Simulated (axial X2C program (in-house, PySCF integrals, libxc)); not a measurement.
# TeSb⁺: bond curves with and without spin–orbit coupling

Aim: find the lowest determinant of TeSb⁺, scan the bond at several levels and fit the constants, once spin-free and once with spin–orbit coupling.

Program: an in-house X2C program for linear molecules on PySCF integrals. Level of theory: all-electron X2C, Te dyall-cv3z, Sb dyall-cv3z. These are calculated values, not measurements.

**1. Set-up**

Input file task.json:

```json
{"zs": [52, 51], "q": 1, "bas": ["dyall-cv3z", "dyall-cv3z"], "levels": ["PBE0", "HF", "BP86"], "cc": true, "r0": 2.61, "thr": -1.0, "nmax": 90, "npts": 10, "nst": 2, "ntry": 6}
```

Keys: zs atomic numbers; q charge; bas basis sets; levels methods (HF also brings MP2); cc coupled cluster on or off; r0 starting distance in Å; thr threshold in hartree for freezing inner shells (an s shell follows its p shell); nmax most natural virtual spinors; npts points asked for on the curve; nst determinants followed; ntry starts of the search.

Command:

```console
> python so2c.py task.json out
```

Spin-free means the one-electron spin-free X2C Hamiltonian; two-component (2c) means X2C with spin–orbit coupling and atomic mean-field two-electron Coulomb and Gaunt terms. Basis: Te dyall-cv3z contracted to [11s12p8d4f1g], Sb dyall-cv3z contracted to [11s12p8d4f1g]; Gaussian nuclei, density fitting. Masses: Te 129.906 u, Sb 120.904 u.

Notation: σ, π±, δ± give the projection m of an orbital's angular momentum (0, ±1, ±2), α and β its spin, Λ and M_S the sums; ω is the projection of a spinor's total angular momentum and Ω the sum. Logs are in hartree.

The results follow Hamiltonian by Hamiltonian and level by level.

**2. State search with PBE0**

PBE0 moves the distance from 2.610 Å to 2.461 Å and compares determinants there.

Spin-free determinants:

```json
{"ΔE (eV)": "0.00", "state": "M_S = 0, Λ = 0", "open shells": "closed shell"}
{"ΔE (eV)": "1.95", "state": "M_S = 1, Λ = 2", "open shells": "beyond closed shells: 2 × π+α, π+β, π-α"}
{"ΔE (eV)": "1.95", "state": "M_S = 1, Λ = 0", "open shells": "beyond closed shells: π+α, π+β, 2 × π-α"}
{"ΔE (eV)": "2.27", "state": "M_S = 0, Λ = 2", "open shells": "beyond closed shells: π+α, 2 × π+β, π-α"}
{"ΔE (eV)": "2.72", "state": "M_S = 1, Λ = 1", "open shells": "beyond closed shells: σα, π+α"}
{"ΔE (eV)": "2.96", "state": "M_S = 0, Λ = 1", "open shells": "beyond closed shells: σα, π+β"}
{"ΔE (eV)": "3.46", "state": "M_S = 2, Λ = 0", "open shells": "beyond closed shells: 2 × π+α, 2 × π-α"}
```

Two-component determinants:

```json
{"ΔE (eV)": "0.00", "state": "Ω = 0", "open shells": "closed shell"}
{"ΔE (eV)": "1.52", "state": "Ω = 1", "open shells": "excess of +ω over −ω: ω = -1/2, ω = 3/2"}
{"ΔE (eV)": "1.83", "state": "Ω = 2", "open shells": "excess of +ω over −ω: ω = 1/2, ω = 3/2"}
{"ΔE (eV)": "1.98", "state": "Ω = 3", "open shells": "excess of +ω over −ω: 2 × ω = 3/2"}
{"ΔE (eV)": "2.01", "state": "Ω = 1", "open shells": "excess of +ω over −ω: 2 × ω = 1/2"}
{"ΔE (eV)": "2.47", "state": "Ω = 1", "open shells": "excess of +ω over −ω: ω = -1/2, ω = 3/2"}
{"ΔE (eV)": "2.79", "state": "Ω = 2", "open shells": "excess of +ω over −ω: ω = 1/2, ω = 3/2"}
```

**3. PBE0, spin-free**

State followed: M_S = 0, Λ = 0 (closed shell). The scan is laid around 2.461 Å, a first estimate of the minimum, and this SCF restarts from the orbitals of the search.

Output at 2.461 Å:

```text
spin-free X2C-1e  PBE0
basis functions 248  fitting functions 1280  grid points 5800
iter        total energy     max residual
   1     -13273.738695240     1.15e-05
   2     -13273.738695199     4.21e-05
   3     -13273.738695243     2.98e-06
   4     -13273.738695244     1.12e-06
converged
one-electron -19337.42468205  Coulomb 5842.36343753  exact exchange -85.97093288  xc functional -262.95355700  nuclear repulsion 570.24703915
```

Along the bond, energies from the lowest point:

```csv
R (Å),E (eV),μ (D),HOMO (eV),LUMO (eV),iterations
2.141,1.5418,0.94,-13.99,-8.77,11
2.240,0.6193,1.18,-13.93,-8.92,11
2.313,0.2325,1.36,-13.70,-9.04,11
2.387,0.0413,1.54,-13.49,-9.15,11
2.461,0.0000,1.71,-13.29,-9.25,4
2.547,0.0927,1.90,-13.08,-9.36,11
2.633,0.2947,2.09,-12.88,-9.47,11
2.744,0.6606,2.31,-12.66,-9.59,11
2.879,1.2014,2.56,-12.43,-9.73,11
3.076,2.0533,2.88,-12.14,-9.88,12
```

Dipoles are positive if Sb is the positive end and refer to the centre of mass.

Outer orbitals at the reference distance:

```csv
symmetry,occupied,ε (eV),atomic character
σα,yes,-24.12,"57% Te s, 27% Sb s, 8% Sb p"
σα,yes,-19.80,"52% Sb s, 24% Te s, 14% Te p"
σα,yes,-13.99,"45% Te p, 42% Sb p, 8% Sb s"
π+α,yes,-13.29,"60% Te p, 34% Sb p, 3% Sb d"
π-α,yes,-13.29,"60% Te p, 34% Sb p, 3% Sb d"
π+α,no,-9.25,"59% Sb p, 33% Te p, 4% Te d"
π-α,no,-9.25,"59% Sb p, 33% Te p, 4% Te d"
σα,no,-5.73,"33% Sb p, 24% Te p, 18% Sb d"
σα,no,-3.19,"43% Sb s, 19% Te s, 14% Te d"
```

PBE0 fields in the half plane through the axis: z from -2.4 to 4.8 Å across, distance from the axis 0.15 to 2.25 Å upwards; Te lies at z = 0 and Sb at z = 2.461 Å; the ELF is damped to zero where the density is low.

log10 density (e/bohr³). Ten even steps from '0' (-4.65 ) to '9' (1.83 ):
```
0011122222222222222211100
0112223333333333333222110
0122333444433333333332211
1123344444444444444433221
1233445555544445555443321
1234455666555555665544322
2234456777655567776554332
2234556898655568987554332
```

ELF. Ten even steps from '0' (0.00 ) to '9' (0.86 ):
```
0000012233333211111100000
0000234555555433333321000
0002467777776554566664200
0025788887887655567887520
0147898655788753346899841
0368984332378622333699972
1478953787247427884489984
1479845686537348827379984
```

Re = 2.448 Å, ωe = 307 cm⁻¹, ωexe = 0.421 cm⁻¹, Be = 0.04493 cm⁻¹, De = 4.11 eV, μ = 1.68 D.

**4. HF, spin-free**

Output at 2.461 Å:

```text
spin-free X2C-1e  HF
basis functions 248  fitting functions 1280  grid points 5800
iter        total energy     max residual
   1     -13268.697936896     3.30e-01
   2     -13268.734310513     5.17e-03
   3     -13268.735293413     3.40e-03
   4     -13268.735595686     1.74e-03
   5     -13268.735721578     3.54e-04
   6     -13268.735733184     2.92e-04
   7     -13268.735738542     9.83e-05
   8     -13268.735739794     5.61e-05
   9     -13268.735739997     1.49e-05
  10     -13268.735740015     4.31e-06
  11     -13268.735740016     1.04e-06
converged
one-electron -19334.78095452  Coulomb 5839.78937606  exact exchange -343.99120071  xc functional 0.00000000  nuclear repulsion 570.24703915
```

Re = 2.414 Å, ωe = 338 cm⁻¹, ωexe = 0.385 cm⁻¹, Be = 0.0462 cm⁻¹, De = 0.859 eV, μ = 2.17 D.

**5. BP86, spin-free**

The SCF at the reference distance of 2.461 Å:

```text
spin-free X2C-1e  BP86
basis functions 248  fitting functions 1280  grid points 5800
iter        total energy     max residual
   1     -13275.960520084     1.32e-01
   2     -13275.964630938     9.73e-03
   3     -13275.896888502     5.07e-02
   4     -13275.966825940     1.76e-03
   5     -13275.966811726     2.02e-03
   6     -13275.966901723     9.63e-04
   7     -13275.966921719     2.55e-04
   8     -13275.966923209     4.72e-05
   9     -13275.966923259     1.20e-05
  10     -13275.966923262     3.90e-07
  11     -13275.966923262     1.48e-07
converged
one-electron -19337.89525226  Coulomb 5842.82790186  exact exchange 0.00000000  xc functional -351.14661201  nuclear repulsion 570.24703915
```

Re = 2.487 Å, ωe = 282.6 cm⁻¹, ωexe = 0.444 cm⁻¹, Be = 0.04352 cm⁻¹, De = 4.79 eV, μ = 1.54 D.

**6. Correlated methods, spin-free**

Correlated methods: 10 electrons correlated (frozen shells, counted by type: Te 4 s, 3 p, 2 d; Sb 4 s, 3 p, 2 d), 308 virtual spinors in MP2, 88 natural virtuals in coupled cluster.

Output of the correlated part at 2.461 Å:

```text
correlated 10  virtual 308  natural virtual 88  E(MP2) -0.235670298  MP2 remainder -0.007254770
iter   CCSD correlation   residual
   1     -0.226839036   1.95e-01
   2     -0.236475227   9.42e-02
   3     -0.240147782   3.90e-02
   4     -0.240500457   1.47e-02
   5     -0.240591593   5.97e-03
   6     -0.240574031   1.45e-03
   7     -0.240576912   3.67e-04
   8     -0.240579832   1.13e-04
   9     -0.240578702   3.74e-05
  10     -0.240579074   1.16e-05
  11     -0.240578820   4.36e-06
  12     -0.240578818   1.47e-06
(T) -0.017776149  T1 0.0398  D1 0.0579  max T2 0.115
```

T1 in the output is the amplitude norm over the root of the electron number; divide by √2 for the Lee–Taylor value.

MP2: Re = 2.514 Å, ωe = 266.2 cm⁻¹, Be = 0.04258 cm⁻¹, De = 3.81 eV.

CCSD: Re = 2.475 Å, ωe = 297.2 cm⁻¹, ωexe = 0.429 cm⁻¹, Be = 0.04395 cm⁻¹, De = 3.43 eV. T1 at Re = 0.029 (Lee–Taylor, the printed value over √2).

CCSD(T): Re = 2.503 Å, ωe = 276.2 cm⁻¹, ωexe = 0.535 cm⁻¹, Be = 0.04298 cm⁻¹, De = 3.80 eV. T1 at Re = 0.030 (Lee–Taylor, the printed value over √2).

**7. A higher determinant, spin-free**

State: M_S = 1, Λ = 2 (beyond closed shells: 2 × π+α, π+β, π-α).

Output at the reference distance:

```text
spin-free X2C-1e  PBE0
basis functions 248  fitting functions 1280  grid points 5800
iter        total energy     max residual
   1     -13273.667035348     6.41e-06
   2     -13273.667035348     1.06e-05
converged
one-electron -19337.30337189  Coulomb 5842.35246467  exact exchange -85.98900033  xc functional -262.97416695  nuclear repulsion 570.24703915
```

```csv
R (Å),E above the lowest PBE0 point (eV)
2.141,4.913
2.240,3.514
2.313,2.792
2.387,2.286
2.461,1.950
2.547,1.724
2.633,1.633
2.744,1.660
2.879,1.839
```

Re = 2.666 Å, ωe = 227.8 cm⁻¹, ωexe = 0.373 cm⁻¹, Be = 0.03789 cm⁻¹, μ = 1.44 D. Te = 1.63 eV.

**8. The spin-free curves together**

Energy (eV) of the followed determinant, spin-free, from each level's lowest point:

```csv
R (Å),PBE0,HF,MP2,CCSD,CCSD(T),BP86
2.141,1.542,1.382,1.954,n/a,n/a,1.774
2.240,0.619,0.490,0.908,0.769,0.866,0.785
2.313,0.232,0.142,0.431,0.327,0.394,0.345
2.387,0.041,0.000,0.149,0.086,0.121,0.099
2.461,0.000,0.018,0.017,0.000,0.000,0.000
2.547,0.093,0.189,0.000,0.046,0.000,0.024
2.633,0.295,0.478,0.089,0.207,0.109,0.156
2.744,0.661,0.963,0.305,0.525,0.352,0.432
2.879,1.201,1.656,0.674,n/a,n/a,0.863
3.076,2.053,2.717,1.448,n/a,n/a,1.559
```

**9. PBE0, 2c**

State followed: Ω = 0 (closed shell). The scan is laid around 2.461 Å, a first estimate of the minimum, and this SCF restarts from the orbitals of the search.

The SCF at the reference distance of 2.461 Å:

```text
two-component X2C + atomic mean field  PBE0
basis functions 248  fitting functions 1280  grid points 5800
iter        total energy     max residual
   1     -13268.162721463     3.53e-06
   2     -13268.162721461     1.10e-05
   3     -13268.162721463     8.82e-07
   4     -13268.162721463     2.48e-07
converged
one-electron -19321.26203501  Coulomb 5839.39315530  exact exchange -85.91889364  xc functional -262.80216333  nuclear repulsion 570.24703915  atomic mean-field constant -7.81982393
```

Along the bond, energies from the lowest point:

```csv
R (Å),E (eV),μ (D),HOMO (eV),LUMO (eV),iterations
2.141,1.5734,0.92,-13.99,-8.95,11
2.240,0.6431,1.15,-13.67,-9.11,11
2.313,0.2494,1.32,-13.44,-9.22,11
2.387,0.0503,1.49,-13.23,-9.33,11
2.461,0.0000,1.66,-13.03,-9.43,4
2.547,0.0806,1.84,-12.82,-9.54,11
2.633,0.2684,2.02,-12.63,-9.64,11
2.744,0.6124,2.22,-12.41,-9.76,12
2.879,1.1196,2.45,-12.17,-9.87,13
3.076,1.9041,2.72,-11.88,-9.99,16
```

Dipoles are positive if Sb is the positive end and refer to the centre of mass.

Outer spinors at the reference distance:

```
  ω  occupied  ε (eV)              atomic character    λ mixture
1/2       yes  -24.11   57% Te s, 26% Sb s, 8% Sb p       100% σ
1/2       yes  -19.78  52% Sb s, 24% Te s, 14% Te p       100% σ
1/2       yes  -14.07   49% Te p, 38% Sb p, 8% Sb s  93% σ, 7% π
1/2       yes  -13.52   57% Te p, 37% Sb p, 3% Sb d  95% π, 5% σ
3/2       yes  -13.03   59% Te p, 35% Sb p, 3% Sb d       100% π
1/2        no   -9.43   60% Sb p, 32% Te p, 4% Te d  98% π, 2% σ
3/2        no   -8.97   58% Sb p, 33% Te p, 4% Te d       100% π
1/2        no   -5.71  33% Sb p, 24% Te p, 18% Sb d       100% σ
1/2        no   -3.18  43% Sb s, 19% Te s, 14% Te d       100% σ
```

PBE0 fields in the half plane through the axis: z from -2.4 to 4.8 Å across, distance from the axis 0.15 to 2.25 Å upwards; Te lies at z = 0 and Sb at z = 2.461 Å; the ELF is damped to zero where the density is low.

log10 density (e/bohr³). Ten even steps from '0' (-4.66 ) to '9' (1.83 ):
```
0011122222222222222211100
0112223333333333333222110
0122333444433333333332211
1123344444444444444433221
1223445555544445555443321
1234455666555555665544322
2234456777655567776554332
2234556898655568987554332
```

ELF. Ten even steps from ' ' (0.00 ) to '@' (0.85 ):
```
          ..::::--------::::............          
        ::--==++++++++++++==------------::..      
      ::==**############**++++++++********==::    
    ::++##%%%%%%%%%%%%%%##****++++**##%%%%##++..  
  ..==##%%@@%%**++++##%%%%##++----==**%%@@@@##==..
  --**%%@@%%==----::--##%%++::::------**@@@@@@**::
..==##%%@@++--##%%##::==##==::##@@%%====%%@@@@%%--
..==##@@%%==++**@@**++--##--==%%@@::##--##@@@@%%==
```

Re = 2.454 Å, ωe = 302 cm⁻¹, ωexe = 0.449 cm⁻¹, Be = 0.04471 cm⁻¹, De = 4.02 eV, μ = 1.64 D.

**10. HF, 2c**

The SCF at the reference distance of 2.461 Å:

```text
two-component X2C + atomic mean field  HF
basis functions 248  fitting functions 1280  grid points 5800
iter        total energy     max residual
   1     -13263.117239056     3.30e-01
   2     -13263.153455535     5.18e-03
   3     -13263.154460285     3.28e-03
   4     -13263.154729357     1.59e-03
   5     -13263.154844450     5.19e-04
   6     -13263.154860199     2.78e-04
   7     -13263.154869895     1.89e-04
   8     -13263.154874038     8.57e-05
   9     -13263.154875476     7.26e-05
  10     -13263.154876102     5.19e-05
  11     -13263.154876666     4.24e-05
  12     -13263.154877038     2.49e-05
  13     -13263.154877225     1.09e-05
  14     -13263.154877287     5.04e-06
  15     -13263.154877302     1.02e-06
  16     -13263.154877302     4.20e-07
converged
one-electron -19318.66283053  Coulomb 5836.86349541  exact exchange -343.78275741  xc functional 0.00000000  nuclear repulsion 570.24703915  atomic mean-field constant -7.81982393
```

Re = 2.423 Å, ωe = 328 cm⁻¹, ωexe = 0.495 cm⁻¹, Be = 0.04584 cm⁻¹, De = 0.862 eV, μ = 2.11 D.

**11. BP86, 2c**

Output at 2.461 Å:

```text
two-component X2C + atomic mean field  BP86
basis functions 248  fitting functions 1280  grid points 5800
iter        total energy     max residual
   1     -13270.385681488     1.32e-01
   2     -13270.390047737     9.09e-03
   3     -13270.332565806     4.72e-02
   4     -13270.391963990     1.68e-03
   5     -13270.391954406     1.85e-03
   6     -13270.392032794     8.49e-04
   7     -13270.392048588     1.93e-04
   8     -13270.392049445     3.71e-05
   9     -13270.392049475     1.01e-05
  10     -13270.392049477     3.20e-07
  11     -13270.392049477     1.24e-07
converged
one-electron -19321.71990371  Coulomb 5839.84486745  exact exchange 0.00000000  xc functional -350.94422844  nuclear repulsion 570.24703915  atomic mean-field constant -7.81982393
```

Re = 2.493 Å, ωe = 278.5 cm⁻¹, ωexe = 0.462 cm⁻¹, Be = 0.04332 cm⁻¹, De = 4.52 eV, μ = 1.50 D.

**12. MP2 and beyond, 2c**

Correlated methods: 10 electrons correlated (frozen shells, counted by type: Te 4 s, 3 p, 2 d; Sb 4 s, 3 p, 2 d), 312 virtual spinors in MP2, 90 natural virtuals in coupled cluster.

Output of the correlated part at 2.461 Å:

```text
correlated 10  virtual 312  natural virtual 90  E(MP2) -0.231539350  MP2 remainder -0.006931861
iter   CCSD correlation   residual
   1     -0.225190828   1.85e-01
   2     -0.234317421   8.80e-02
   3     -0.237937557   3.81e-02
   4     -0.238260971   1.46e-02
   5     -0.238368060   6.39e-03
   6     -0.238360847   2.09e-03
   7     -0.238368459   9.22e-04
   8     -0.238377784   4.78e-04
   9     -0.238373654   2.12e-04
  10     -0.238376435   7.42e-05
  11     -0.238374988   2.69e-05
  12     -0.238375111   1.15e-05
  13     -0.238375103   5.38e-06
(T) -0.017162894  T1 0.0411  D1 0.0683  max T2 0.112
```

MP2: Re = 2.502 Å, ωe = 287.1 cm⁻¹, Be = 0.04301 cm⁻¹, De = 3.70 eV.

CCSD: Re = 2.481 Å, ωe = 291.6 cm⁻¹, ωexe = 0.489 cm⁻¹, Be = 0.04373 cm⁻¹, De = 3.28 eV. T1 at Re = 0.030 (Lee–Taylor, the printed value over √2).

CCSD(T): Re = 2.506 Å, ωe = 274.1 cm⁻¹, ωexe = 0.471 cm⁻¹, Be = 0.04287 cm⁻¹, De = 3.62 eV. T1 at Re = 0.032 (Lee–Taylor, the printed value over √2).

**13. A higher determinant, 2c**

State: Ω = 1 (excess of +ω over −ω: ω = -1/2, ω = 3/2).

Output at the reference distance:

```text
two-component X2C + atomic mean field  PBE0
basis functions 248  fitting functions 1280  grid points 5800
iter        total energy     max residual
   1     -13268.106886207     2.32e-05
   2     -13268.106886224     2.68e-05
   3     -13268.106886234     1.01e-05
   4     -13268.106886240     5.97e-06
   5     -13268.106886244     1.09e-06
   6     -13268.106886244     2.78e-07
converged
one-electron -19321.42049217  Coulomb 5839.65073404  exact exchange -85.93777950  xc functional -262.82656384  nuclear repulsion 570.24703915  atomic mean-field constant -7.81982393
```

```csv
R (Å),E above the lowest PBE0 point (eV)
2.141,4.488
2.240,3.090
2.313,2.367
2.387,1.859
2.461,1.519
2.547,1.288
2.633,1.191
2.744,1.206
2.879,1.368
```

Re = 2.674 Å, ωe = 222.3 cm⁻¹, ωexe = 0.41 cm⁻¹, Be = 0.03765 cm⁻¹, μ = 1.39 D. Te = 1.18 eV.

**14. The 2c curves together**

Energy (eV) of the followed determinant, 2c, from each level's lowest point:

```csv
R (Å),PBE0,HF,MP2,CCSD,CCSD(T),BP86
2.141,1.573,1.421,1.924,n/a,n/a,1.798
2.240,0.643,0.517,0.877,0.790,0.883,0.804
2.313,0.249,0.156,0.401,0.342,0.407,0.358
2.387,0.050,0.000,0.124,0.094,0.130,0.105
2.461,0.000,0.000,0.000,0.000,0.005,0.000
2.547,0.081,0.144,0.004,0.035,0.000,0.015
2.633,0.268,0.398,0.130,0.182,0.104,0.137
2.744,0.612,0.820,0.442,0.476,0.345,0.398
2.879,1.120,1.401,0.973,n/a,n/a,0.808
3.076,1.904,2.240,1.822,n/a,n/a,1.468
```

Time for the job: 3.5 min (1 thread of Arm Neoverse V1, shared host); peak memory 0.76 GiB.

**15. Constants**

Lowest determinant that the search found at its distance, spin-free: M_S = 0, Λ = 0 (closed shell).

Lowest determinant that the search found at its distance, 2c: Ω = 0 (closed shell).

```tsv
Hamiltonian	level	Re (Å)	ωe (cm⁻¹)	De (eV)	μ (D)
spin-free	PBE0	2.448	307	4.11	1.68
spin-free	HF	2.414	338	0.859	2.17
spin-free	MP2	2.514	266.2	3.81	n/a
spin-free	CCSD	2.475	297.2	3.43	n/a
spin-free	CCSD(T)	2.503	276.2	3.80	n/a
spin-free	BP86	2.487	282.6	4.79	1.54
2c	PBE0	2.454	302	4.02	1.64
2c	HF	2.423	328	0.862	2.11
2c	MP2	2.502	287.1	3.70	n/a
2c	CCSD	2.481	291.6	3.28	n/a
2c	CCSD(T)	2.506	274.1	3.62	n/a
2c	BP86	2.493	278.5	4.52	1.50
```

Dipoles are positive if Sb is the positive end and refer to the centre of mass.

Time per point (s) on 1 thread of Arm Neoverse V1, shared host (2c runs; CCSD comes with the CCSD(T) run); the times are rough: PBE0 1, HF 1, MP2 1.3, CCSD(T) 5.6, BP86 0.44.

At CCSD(T), going from spin-free to two-component changes Re by +3 mÅ, ωe by -0.7 %, which is small (part of it comes from the scalar share of the two-electron terms). De moves by -0.18 eV; both De rest on single-determinant atoms, which can miss part of an open shell's spin–orbit lowering.

De refers to Te+ + Sb; at CCSD, two-component, to Te + Sb+; at CCSD(T), two-component, to Te + Sb+; at BP86, two-component, to Te + Sb+, each in the lowest determinant found, which need not be this curve's own limit. Each curve is one determinant whose occupation by symmetry is held fixed; it was picked as the lowest of a PBE0 search that is not exhaustive. Closed shells are restricted here (equal orbitals for both partners), which fails at long range if the bond breaks into open shells. De is counted from the lowest determinant-based energies of the atoms at the same level, without counterpoise correction. Coupled cluster ran in a truncated set of natural virtual spinors; the MP2 energy of the rest was added. With the outer-core shells frozen, correlated bond lengths of heavy atoms tend to come out a few hundredths of an ångström too long. T1 at Re is 0.032 (Lee–Taylor), above the customary mark of 0.02.
